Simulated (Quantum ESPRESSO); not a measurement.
Here is a Quantum ESPRESSO 7.5 calculation.

pw.in

```
&CONTROL
  calculation = 'scf'
  prefix = 'pwscf'
  outdir = './tmp'
  pseudo_dir = './pseudo'
  tprnfor = .true.
  tstress = .true.
  disk_io = 'low'
/
&SYSTEM
  ibrav = 0
  nat = 4
  ntyp = 2
  ecutwfc = 68
  ecutrho = 544
  nbnd = 33
  occupations = 'smearing'
  smearing = 'fd'
  degauss = 0.00367493
/
&ELECTRONS
  conv_thr = 8d-10
  electron_maxstep = 120
  mixing_beta = 0.5
/
ATOMIC_SPECIES
Te   127.6000 te_pbesol_v1.uspp.F.UPF
Sn   118.7100 sn_pbesol_v1.4.uspp.F.UPF
CELL_PARAMETERS angstrom
   4.8656220000    0.0000000000    0.0000000000
   0.0000000000    4.8656220000    0.0000000000
   0.0000000000    0.0000000000    4.8656220000
ATOMIC_POSITIONS crystal
Te     0.0000000000    0.0000000000    0.0000000000
Sn     0.0000000000    0.5000000000    0.5000000000
Sn     0.5000000000    0.0000000000    0.5000000000
Sn     0.5000000000    0.5000000000    0.0000000000
K_POINTS automatic
6 6 6 0 0 0
```

File bands.in:

```
&CONTROL
  calculation = 'bands'
  prefix = 'pwscf'
  outdir = './tmp'
  pseudo_dir = './pseudo'
  disk_io = 'low'
  verbosity = 'high'
/
&SYSTEM
  ibrav = 0
  nat = 4
  ntyp = 2
  ecutwfc = 68
  ecutrho = 544
  nbnd = 33
  occupations = 'smearing'
  smearing = 'fd'
  degauss = 0.00367493
/
&ELECTRONS
  conv_thr = 1d-08
  electron_maxstep = 120
  mixing_beta = 0.5
  diago_full_acc = .true.
  startingwfc = 'random'
/
ATOMIC_SPECIES
Te   127.6000 te_pbesol_v1.uspp.F.UPF
Sn   118.7100 sn_pbesol_v1.4.uspp.F.UPF
CELL_PARAMETERS angstrom
   4.8656220000    0.0000000000    0.0000000000
   0.0000000000    4.8656220000    0.0000000000
   0.0000000000    0.0000000000    4.8656220000
ATOMIC_POSITIONS crystal
Te     0.0000000000    0.0000000000    0.0000000000
Sn     0.0000000000    0.5000000000    0.5000000000
Sn     0.5000000000    0.0000000000    0.5000000000
Sn     0.5000000000    0.5000000000    0.0000000000
K_POINTS crystal
60
 0.0000000000  0.0000000000  0.0000000000 1
 0.0000000000  0.0714285714  0.0000000000 1
 0.0000000000  0.1428571429  0.0000000000 1
 0.0000000000  0.2142857143  0.0000000000 1
 0.0000000000  0.2857142857  0.0000000000 1
 0.0000000000  0.3571428571  0.0000000000 1
 0.0000000000  0.4285714286  0.0000000000 1
 0.0000000000  0.5000000000  0.0000000000 1
 0.0714285714  0.5000000000  0.0000000000 1
 0.1428571429  0.5000000000  0.0000000000 1
 0.2142857143  0.5000000000  0.0000000000 1
 0.2857142857  0.5000000000  0.0000000000 1
 0.3571428571  0.5000000000  0.0000000000 1
 0.4285714286  0.5000000000  0.0000000000 1
 0.5000000000  0.5000000000  0.0000000000 1
 0.4545454545  0.4545454545  0.0000000000 1
 0.4090909091  0.4090909091  0.0000000000 1
 0.3636363636  0.3636363636  0.0000000000 1
 0.3181818182  0.3181818182  0.0000000000 1
 0.2727272727  0.2727272727  0.0000000000 1
 0.2272727273  0.2272727273  0.0000000000 1
 0.1818181818  0.1818181818  0.0000000000 1
 0.1363636364  0.1363636364  0.0000000000 1
 0.0909090909  0.0909090909  0.0000000000 1
 0.0454545455  0.0454545455  0.0000000000 1
 0.0000000000  0.0000000000  0.0000000000 1
 0.0357142857  0.0357142857  0.0357142857 1
 0.0714285714  0.0714285714  0.0714285714 1
 0.1071428571  0.1071428571  0.1071428571 1
 0.1428571429  0.1428571429  0.1428571429 1
 0.1785714286  0.1785714286  0.1785714286 1
 0.2142857143  0.2142857143  0.2142857143 1
 0.2500000000  0.2500000000  0.2500000000 1
 0.2857142857  0.2857142857  0.2857142857 1
 0.3214285714  0.3214285714  0.3214285714 1
 0.3571428571  0.3571428571  0.3571428571 1
 0.3928571429  0.3928571429  0.3928571429 1
 0.4285714286  0.4285714286  0.4285714286 1
 0.4642857143  0.4642857143  0.4642857143 1
 0.5000000000  0.5000000000  0.5000000000 1
 0.4545454545  0.5000000000  0.4545454545 1
 0.4090909091  0.5000000000  0.4090909091 1
 0.3636363636  0.5000000000  0.3636363636 1
 0.3181818182  0.5000000000  0.3181818182 1
 0.2727272727  0.5000000000  0.2727272727 1
 0.2272727273  0.5000000000  0.2272727273 1
 0.1818181818  0.5000000000  0.1818181818 1
 0.1363636364  0.5000000000  0.1363636364 1
 0.0909090909  0.5000000000  0.0909090909 1
 0.0454545455  0.5000000000  0.0454545455 1
 0.0000000000  0.5000000000  0.0000000000 1
 0.5000000000  0.5000000000  0.0000000000 1
 0.5000000000  0.5000000000  0.0625000000 1
 0.5000000000  0.5000000000  0.1250000000 1
 0.5000000000  0.5000000000  0.1875000000 1
 0.5000000000  0.5000000000  0.2500000000 1
 0.5000000000  0.5000000000  0.3125000000 1
 0.5000000000  0.5000000000  0.3750000000 1
 0.5000000000  0.5000000000  0.4375000000 1
 0.5000000000  0.5000000000  0.5000000000 1
```

Potentials or basis: GBRV 1.5 PBEsol.

Run with:

```console
$ OMP_NUM_THREADS=1 mpirun -n 2 pw.x -nk 2 -in pw.in > pw.out
$ OMP_NUM_THREADS=1 mpirun -n 2 pw.x -nk 2 -in bands.in > bands.out
```

Task: Predict the pressure.

Result: -2.6 GPa.

Task: What does it give for the band gap on the k mesh?

Result: None (metal or under the smearing width).

Levels at the corners of the path, in eV from the Fermi level:
```csv
point,band 21,band 22,band 23,band 24,band 25,band 26
Γ,-4.19,-4.19,0.42,0.42,0.42,1.98
X,-3.08,-1.74,-1.74,-1.50,-0.37,1.86
M,-1.92,-1.92,-1.92,-0.71,-0.11,-0.11
Γ,-4.19,-4.19,0.42,0.42,0.42,1.98
R,-5.17,-5.17,-4.31,2.85,2.85,2.85
X,-3.08,-1.74,-1.74,-1.50,-0.37,1.86
M,-1.92,-1.92,-1.92,-0.71,-0.11,-0.11
R,-5.17,-5.17,-4.31,2.85,2.85,2.85
```

Caveat: some levels on the path didn't converge; spin-orbit coupling is left out, which moves the levels of the heavy elements.
